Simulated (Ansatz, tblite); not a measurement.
# [CuMe2]- (C₂H₆Cu−): rung by rung

The task here is to estimate one member of a computed series from the others.

Program: Ansatz 0.2.0, Gaussian basis. Level of theory: as each input shows. These are calculated values, not measurements.

Plan: GFN1-xTB, GFN2-xTB, PBE-D4/def2-TZVPD, r2SCAN-D4/def2-TZVPD, B3LYP-D4/def2-TZVPD, ωB97X-V/def2-TZVPD, LC-ωPBE/def2-TZVPD, ωB97M-V/def2-TZVPD, HF/def2-TZVPD, BLYP-D4/def2-TZVPD, HSE06-D4/def2-TZVPD, PBE-D4/def2-SVPD, PBE0-D4/def2-SVPD, HF/6-31G, B3LYP-D4/6-31G, CCSD(T)/def2-TZVPPD, MP2/def2-TZVPD, RPA/def2-TZVPD.

### The geometry

The singlet was relaxed beforehand with PBE0-D4/def2-TZVPD.

9 atoms, charge -1, spin multiplicity 1.

Bond lengths: Cu1–C2 1.963 Å, Cu1–C6 1.963 Å, C2–H3 1.102 Å, C2–H4 1.102 Å, C2–H5 1.102 Å, C6–H7 1.102 Å, C6–H8 1.102 Å, C6–H9 1.102 Å. Angles: C2–Cu1–C6 180.0°, Cu1–C2–H3 112.4°, Cu1–C2–H4 112.4°, Cu1–C2–H5 112.4°, H3–C2–H4 106.4°, H3–C2–H5 106.4°, H4–C2–H5 106.4°, Cu1–C6–H7 112.4°, Cu1–C6–H8 112.4°, Cu1–C6–H9 112.4°, H7–C6–H8 106.4°, H7–C6–H9 106.4°, H8–C6–H9 106.4°.

Formally the metal is d10. No spin-orbit coupling is included. The ion is computed in the gas phase, without counter-ions or solvent.

PBE0-D4/def2-TZVPD was run before; its log isn't repeated, and its numbers join the tables.

Set-up of the first run:

Tight binding, by tblite at 300 K electronic temperature and without a spin-polarisation term:

```python
tblite.interface.Calculator('GFN1-xTB', numbers, positions, charge=-1, uhf=0).singlepoint()
```

Tight binding, by tblite at 300 K electronic temperature and without a spin-polarisation term:

```python
tblite.interface.Calculator('GFN2-xTB', numbers, positions, charge=-1, uhf=0).singlepoint()
```

start.molden holds the orbitals of an earlier run on this state, given as this run's starting guess.

File in.yaml:

```yaml
crystal:
  periodic: [false, false, false]
  atoms:
    - {symbol: Cu, position_ang: [-0.000013, 0.000114, -0.000002]}
    - {symbol: C, position_ang: [-0.003536, -0.014356, 1.962933]}
    - {symbol: H, position_ang: [-0.436973, 0.905312, 2.389130]}
    - {symbol: H, position_ang: [1.011200, -0.104168, 2.384301]}
    - {symbol: H, position_ang: [-0.587114, -0.853525, 2.375887]}
    - {symbol: C, position_ang: [0.003545, 0.014378, -1.962955]}
    - {symbol: H, position_ang: [-1.014898, 0.018020, -2.384897]}
    - {symbol: H, position_ang: [0.513385, -0.865507, -2.388565]}
    - {symbol: H, position_ang: [0.514393, 0.899733, -2.375822]}
basis:
  gaussian: {orbitals: def2-TZVPD, initial_orbitals: start.molden}
total_charge: -1
hamiltonian: {xc: pbe, dispersion: d4}
scf: {omitted_lower_state_checks: [starts]}
output: {orbitals: {seedname: orbitals}}
```

Command:

```bash
ansatz run in.yaml --threads 4 --pin off --events-out ev --progress --plain --max-ram 3916MiB
```

Steps of the session up to this table: PBE-D4/def2-TZVPD; r2SCAN-D4/def2-TZVPD; B3LYP-D4/def2-TZVPD; ωB97X-V/def2-TZVPD; LC-ωPBE/def2-TZVPD; ωB97M-V/def2-TZVPD; HF/def2-TZVPD; BLYP-D4/def2-TZVPD; HSE06-D4/def2-TZVPD; PBE-D4/def2-SVPD; PBE0-D4/def2-SVPD; HF/6-31G; B3LYP-D4/6-31G; CCSD(T)/def2-TZVPPD; MP2/def2-TZVPD; RPA/def2-TZVPD.

One of the session's tables, all rows but one given; the rest of the session is left out.

It belongs to the step «Levels side by side». 

| level | HOMO (eV) | LUMO (eV) | gap (eV) |
| --- | --- | --- | --- |
| HF/6-31G | -2.15 | 7.43 | 9.58 |
| HF/def2-TZVPD | -3.40 | 5.70 | 9.10 |
| PBE-D4/def2-SVPD | 0.65 | 3.88 | 3.23 |
| PBE-D4/def2-TZVPD | 0.55 | 3.62 | 3.07 |
| BLYP-D4/def2-TZVPD | 0.60 | 3.64 | 3.04 |
| r2SCAN-D4/def2-TZVPD | 0.57 | 4.12 | 3.55 |
| B3LYP-D4/6-31G | 0.83 | 5.25 | 4.42 |
| B3LYP-D4/def2-TZVPD | -0.42 | 3.95 | 4.37 |
| PBE0-D4/def2-SVPD | ? | ? | ? |
| PBE0-D4/def2-TZVPD | -0.54 | 4.19 | 4.73 |
| HSE06-D4/def2-TZVPD | -0.13 | 3.86 | 3.99 |
| LC-ωPBE/def2-TZVPD | -3.16 | 5.64 | 8.80 |
| ωB97X-V/def2-TZVPD | -2.90 | 5.54 | 8.43 |
| ωB97M-V/def2-TZVPD | -2.95 | 5.03 | 7.97 |

Q: Estimate the row for PBE0-D4/def2-SVPD from the others.

**Answer.** HOMO (eV): -0.46; LUMO (eV): 4.45; gap (eV): 4.92. In the column «HOMO (eV)» it lies between PBE0-D4/def2-TZVPD (-0.54) and B3LYP-D4/def2-TZVPD (-0.42).
